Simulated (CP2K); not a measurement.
# C2H7NO2Si (SMILES C[SiH](O)NC=O) at GFN0-xTB

What is the energy change on altering one bond length of C2H7NO2Si at GFN0-xTB? 

The calculation is run with CP2K 2026.2.

2 further runs of the same task are left out: 2 set aside as unsound or not needed.

## Step 1: The structure to begin with

The species is C2H7NO2Si (13 atoms), meant as a singlet with charge 0. SMILES: `C[SiH](O)NC=O`. The shape comes from a force field and isn't a relaxed structure. This is one conformer, not always the lowest.

Bond lengths: C1–Si2 1.830 Å, Si2–O3 1.649 Å, Si2–N4 1.747 Å, N4–C5 1.410 Å, C5–O6 1.227 Å, C1–H7 1.127 Å, C1–H8 1.115 Å, C1–H9 1.043 Å, Si2–H10 1.480 Å, O3–H11 0.962 Å, N4–H12 0.954 Å, C5–H13 1.129 Å. Some angles: C1–Si2–O3 113.3°, C1–Si2–N4 115.1°, O3–Si2–N4 105.6°, Si2–N4–C5 117.8°, N4–C5–O6 129.4°, C1–Si2–H10 109.4°, O3–Si2–H10 109.2°, N4–Si2–H10 103.7°, Si2–C1–H7 108.3°, Si2–C1–H8 109.8°.

## Step 2: Energy and forces at GFN0-xTB

Input file molecule.pdb:

```
HETATM    1 C    MOL A   1      -0.345  -1.651  -0.779  1.00  0.00           C
HETATM    2 Si   MOL A   1       0.674  -0.533   0.250  1.00  0.00          SI
HETATM    3 O    MOL A   1       0.237  -0.529   1.840  1.00  0.00           O
HETATM    4 N    MOL A   1       0.665   1.142  -0.245  1.00  0.00           N
HETATM    5 C    MOL A   1      -0.485   1.906   0.040  1.00  0.00           C
HETATM    6 O    MOL A   1      -1.506   1.583   0.638  1.00  0.00           O
HETATM    7 H    MOL A   1      -1.418  -1.311  -0.715  1.00  0.00           H
HETATM    8 H    MOL A   1      -0.067  -1.534  -1.852  1.00  0.00           H
HETATM    9 H    MOL A   1      -0.316  -2.637  -0.440  1.00  0.00           H
HETATM   10 H    MOL A   1       2.097  -0.923   0.138  1.00  0.00           H
HETATM   11 H    MOL A   1      -0.572  -0.059   2.065  1.00  0.00           H
HETATM   12 H    MOL A   1       1.449   1.533  -0.623  1.00  0.00           H
HETATM   13 H    MOL A   1      -0.390   2.978  -0.302  1.00  0.00           H
END
```

Input file molecule.inp:

```
&GLOBAL
  PROJECT_NAME molecule
  RUN_TYPE ENERGY_FORCE
  PRINT_LEVEL MEDIUM
&END

&FORCE_EVAL
  METHOD QS
  &DFT
    CHARGE 0
    MULTIPLICITY 1
    &QS
      METHOD XTB
      EPS_DEFAULT 1.0E-10
      &XTB
        GFN_TYPE 0
        CHECK_ATOMIC_CHARGES F
      &END
    &END
    &POISSON
      PERIODIC NONE
      POISSON_SOLVER ANALYTIC
    &END
    # SCF settings
    &SCF
      SCF_GUESS ATOMIC
      EPS_SCF 1.0E-07
      MAX_SCF 150
      ADDED_MOS 4
      &DIAGONALIZATION
        ALGORITHM STANDARD
      &END
      &MIXING
        METHOD DIRECT_P_MIXING
        ALPHA 0.4
      &END
      &SMEAR ON
        METHOD FERMI_DIRAC
        ELECTRONIC_TEMPERATURE [K] 300
      &END
    &END
    # extra output
    &PRINT
      &MOMENTS
        PERIODIC F
        REFERENCE COM
        MAX_MOMENT 1
      &END
      &MO ON
        ENERGIES T
        OCCUPATION_NUMBERS T
        NDIGITS 6
        &EACH
          QS_SCF 0
        &END
        ADD_LAST NUMERIC
      &END
      &HIRSHFELD OFF
      &END
    &END
  &END
  &SUBSYS
    &CELL
      ABC [angstrom] 19.6 21.6 19.9
      PERIODIC NONE
    &END
    &TOPOLOGY
      COORD_FILE_NAME molecule.pdb
      COORD_FILE_FORMAT PDB
      CONN_FILE_FORMAT OFF
      &CENTER_COORDINATES
      &END
    &END
  &END
  &PRINT
    &FORCES ON
    &END
  &END
&END
```

Command:

```sh
$ OMP_NUM_THREADS=1 cp2k.psmp molecule.inp > molecule.out
```

What it wrote, cut to the lines that bear on the results:

```text
CP2K| version string:                                       CP2K version 2026.2
[...]
 GLOBAL| Method name                                                        CP2K
[...]
 GLOBAL| Run type                                                   ENERGY_FORCE
[...]
                             - Atoms:                                         13
[...]
                             - Spherical basis functions:                     43
[...]
 Number of electrons:                                                         36
[...]
  Fermi energy:                                                -0.29370847070797
[...]
 TB_DIPOLE| Moment [Debye]          2.14392736      -0.70044143      -1.46681747
 TB_DIPOLE| Derivative [a.u.]       0.00000000       0.00000000       0.00000000
[...]
 ENERGY| Total FORCE_EVAL ( QS ) energy [hartree]            -19.404936665099786
 FORCES| Atomic forces [hartree/bohr]
 FORCES|   Atom     x               y               z               |f|
 FORCES|      1 -2.94208948E-02  3.75301114E-02 -3.03663427E-02   5.65350606E-02
 FORCES|      2  1.93897437E-02  4.11892805E-04  2.44225259E-02   3.11864007E-02
 FORCES|      3  2.40622070E-03 -1.10125410E-03 -9.99658157E-03   1.03409043E-02
 FORCES|      4 -8.67116625E-02 -3.65636428E-03  3.16870335E-02   9.23923672E-02
 FORCES|      5 -5.59396836E-03  3.21595201E-03  9.68113532E-03   1.16343977E-02
 FORCES|      6  4.62923365E-02 -4.71410856E-03 -2.28023542E-02   5.18184388E-02
 FORCES|      7  1.66606136E-02 -4.12797001E-03  7.11997429E-04   1.71791479E-02
 FORCES|      8 -1.27576195E-03 -7.46946805E-03  1.39941684E-02   1.59140589E-02
 FORCES|      9  4.43964888E-03 -3.18906836E-02  6.34129590E-03   3.28167368E-02
 FORCES|     10 -1.32184454E-02  3.67491008E-03  3.36908275E-03   1.41273841E-02
 FORCES|     11  2.39986346E-03 -1.22749945E-03 -4.62080005E-03   5.34956939E-03
 FORCES|     12  3.94372298E-02  2.47887791E-02 -2.25921903E-02   5.17705102E-02
 FORCES|     13  5.19507629E-03 -1.54342973E-02  1.71029680E-04   1.62860555E-02
[...]
```

It took 1 s on 1 thread of Intel Xeon Platinum 8488C (Sapphire Rapids), shared host; peak memory 0.19 GiB.

## Step 3: The distorted shape, same level

Input file molecule.pdb:

```
HETATM    1 C    MOL A   1      -1.363  -2.769  -1.808  1.00  0.00           C
HETATM    2 Si   MOL A   1       0.674  -0.533   0.250  1.00  0.00          SI
HETATM    3 O    MOL A   1       0.237  -0.529   1.840  1.00  0.00           O
HETATM    4 N    MOL A   1       0.665   1.142  -0.245  1.00  0.00           N
HETATM    5 C    MOL A   1      -0.485   1.906   0.040  1.00  0.00           C
HETATM    6 O    MOL A   1      -1.506   1.583   0.638  1.00  0.00           O
HETATM    7 H    MOL A   1      -2.437  -2.429  -1.744  1.00  0.00           H
HETATM    8 H    MOL A   1      -1.086  -2.652  -2.882  1.00  0.00           H
HETATM    9 H    MOL A   1      -1.335  -3.755  -1.470  1.00  0.00           H
HETATM   10 H    MOL A   1       2.097  -0.923   0.138  1.00  0.00           H
HETATM   11 H    MOL A   1      -0.572  -0.059   2.065  1.00  0.00           H
HETATM   12 H    MOL A   1       1.449   1.533  -0.623  1.00  0.00           H
HETATM   13 H    MOL A   1      -0.390   2.978  -0.302  1.00  0.00           H
END
```

Input file mol.inp:

```
&GLOBAL
  PROJECT mol
  RUN_TYPE ENERGY_FORCE
  PRINT_LEVEL MEDIUM
&END GLOBAL
&FORCE_EVAL
  METHOD QS
  &DFT
    CHARGE 0
    MULTIPLICITY 1
    &QS
      METHOD XTB
      EPS_DEFAULT 1.0E-10
      &XTB
        GFN_TYPE 0
        CHECK_ATOMIC_CHARGES F
      &END XTB
    &END QS
    &POISSON
      PERIODIC NONE
      POISSON_SOLVER ANALYTIC
    &END POISSON
    &SCF
      SCF_GUESS ATOMIC
      EPS_SCF 1.0E-07
      MAX_SCF 150
      ADDED_MOS 4
      &DIAGONALIZATION
        ALGORITHM STANDARD
      &END DIAGONALIZATION
      &MIXING
        METHOD DIRECT_P_MIXING
        ALPHA 0.4
      &END MIXING
      &SMEAR ON
        METHOD FERMI_DIRAC
        ELECTRONIC_TEMPERATURE [K] 300
      &END SMEAR
    &END SCF
    &PRINT
      &MOMENTS
        PERIODIC F
        REFERENCE COM
        MAX_MOMENT 1
      &END MOMENTS
      &MO ON
        ENERGIES T
        OCCUPATION_NUMBERS T
        NDIGITS 6
        &EACH
          QS_SCF 0
        &END EACH
        ADD_LAST NUMERIC
      &END MO
      &HIRSHFELD OFF
      &END HIRSHFELD
    &END PRINT
  &END DFT
  &SUBSYS
    &CELL
      ABC [angstrom] 20.5 22.7 20.9
      PERIODIC NONE
    &END CELL
    &TOPOLOGY
      COORD_FILE_NAME molecule.pdb
      COORD_FILE_FORMAT PDB
      CONN_FILE_FORMAT OFF
      &CENTER_COORDINATES
      &END CENTER_COORDINATES
    &END TOPOLOGY
  &END SUBSYS
  &PRINT
    &FORCES ON
    &END FORCES
  &END PRINT
&END FORCE_EVAL
```

Command:

```sh
$ OMP_NUM_THREADS=1 cp2k.psmp -i mol.inp -o mol.out
```

What it wrote, cut to the lines that bear on the results:

```text
CP2K| version string:                                       CP2K version 2026.2
[...]
 GLOBAL| Method name                                                        CP2K
[...]
 GLOBAL| Run type                                                   ENERGY_FORCE
[...]
                             - Atoms:                                         13
[...]
                             - Spherical basis functions:                     43
[...]
 Number of electrons:                                                         36
[...]
  Fermi energy:                                                -0.35647475882809
[...]
 TB_DIPOLE| Moment [Debye]         10.88279776       9.05769421       7.83317340
 TB_DIPOLE| Derivative [a.u.]       0.00000000       0.00000000       0.00000000
[...]
 ENERGY| Total FORCE_EVAL ( QS ) energy [hartree]            -19.324229729890337
 FORCES| Atomic forces [hartree/bohr]
 FORCES|   Atom     x               y               z               |f|
 FORCES|      1 -1.43743570E-02  5.28474778E-02 -1.37226754E-02   5.64605160E-02
 FORCES|      2  2.67799700E-02  1.49694928E-02  3.85415891E-02   4.92616138E-02
 FORCES|      3 -2.20048721E-03 -7.85159198E-03 -2.72039111E-02   2.83996905E-02
 FORCES|      4 -9.00551443E-02 -1.32724266E-02  2.97253393E-02   9.57584572E-02
 FORCES|      5 -7.96620625E-03  3.39809111E-03  1.04792023E-02   1.35948941E-02
 FORCES|      6  4.76999409E-02 -4.20019245E-03 -2.33101192E-02   5.32568084E-02
 FORCES|      7  1.56693448E-02 -5.03516852E-03 -2.74490517E-04   1.64607604E-02
 FORCES|      8 -1.77310831E-03 -8.87445764E-03  1.22021172E-02   1.51918260E-02
 FORCES|      9  3.08849555E-03 -3.60069204E-02  4.38627018E-03   3.64043471E-02
 FORCES|     10 -2.39024079E-02 -2.94466701E-03 -3.32359709E-03   2.43113649E-02
 FORCES|     11  2.70462042E-03 -1.19526598E-03 -4.16115318E-03   5.10478483E-03
 FORCES|     12  3.89284433E-02  2.36718600E-02 -2.37303110E-02   5.13703057E-02
 FORCES|     13  5.40089603E-03 -1.55062311E-02  3.91739422E-04   1.64245652E-02
[...]
```

Run time: 1.1 s. Hardware: 1 thread of Intel Xeon Platinum 8488C (Sapphire Rapids), shared host; peak memory 0.18 GiB.

## Step 4: Results

Level: GFN0-xTB.

| quantity | value |
| --- | --- |
| first shape: total energy | -19.40494 Eh |
| first shape: dipole moment (from atomic charges alone) | 2.69 D |
| first shape: HOMO energy | -11.24 eV |
| first shape: LUMO energy | -7.11 eV |
| first shape: HOMO–LUMO gap | 4.13 eV |
| first shape: dispersion energy | -10.85 kJ/mol |
| first shape: largest force on an atom | 4.751 eV/Å |
| distorted shape: total energy | -19.32423 Eh |
| distorted shape: dipole moment (from atomic charges alone) | 16.18 D |
| distorted shape: HOMO energy | -10.74 eV |
| distorted shape: LUMO energy | -8.82 eV |
| distorted shape: HOMO–LUMO gap | 1.92 eV |
| distorted shape: dispersion energy | -9.52 kJ/mol |
| distorted shape: largest force on an atom | 4.924 eV/Å |
| energy change with the C1–Si2 bond stretched from 1.830 to 3.658 Å | 2.196 eV |

**Reading.** One bond (distorted shape) is far stretched, which a spin-restricted single reference describes badly. With the C1–Si2 bond stretched from 1.830 to 3.658 Å the energy rises by 2.20 eV (212 kJ/mol). The first shape isn't relaxed at this level, so the change isn't measured from a minimum. A restricted reference can't describe the breaking bond well at this length. The largest force (first shape) is 4.75 eV/Å: the shape isn't a stationary point for this species at this level. The dipole (first shape) comes from point charges on the atoms alone, without atomic dipoles, so it is partial. The dipole (distorted shape) comes from point charges on the atoms alone, without atomic dipoles, so it is partial.
